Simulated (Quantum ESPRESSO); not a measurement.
# In3Se under changes of volume

One of the cells (27.713 Å³/atom); the others are scaled copies at fixed shape and fractional positions:

```
In Se
1.0
     4.80376    0.00000    0.00000
     0.00000    4.80376    0.00000
     0.00000    0.00000    4.80376
In Se
3 1
Cartesian
  2.4019 2.4019 0.0000
  2.4019 0.0000 2.4019
  0.0000 2.4019 2.4019
  0.0000 0.0000 0.0000
```

The cell comes from a database or a generator and needn't be the stable form of this composition.

```yaml
Program: Quantum ESPRESSO 7.5
Functional: LDA
Potentials_or_basis: GBRV 1.5 LDA
Cutoff: 762 eV
Density_cutoff: 6095 eV
k_mesh: 6 × 6 × 6
Occupations: fermi-dirac, width 0.05 eV
Spin: no spin polarisation
```

| volume (Å³/atom) | energy over the lowest point (meV/atom) | pressure (GPa) |
| --- | --- | --- |
| 26.050 | 0.00 | -2.6 |
| 26.604 | 9.91 | -3.3 |
| 27.159 | 22.08 | -4.0 |
| 27.713 | ? | ? |
| 28.267 | 51.85 | -4.9 |
| 28.822 | 69.10 | -5.3 |
| 29.376 | 87.50 | -5.7 |

**Question.** What does the run at 27.713 Å³/atom give?

**Answer.** Energy over the lowest point 36.13 meV/atom; pressure -4.5 GPa.

Worked out: A Birch-Murnaghan fit of order 3 (a polynomial in V^(-2/3)) to the other rows has no minimum within the range. It gives 36.13 meV/atom at 27.713 Å³/atom, against the run's 36.13, and -dE/dV = -4.3 GPa, against -4.5.

Energies are extrapolated to zero smearing.
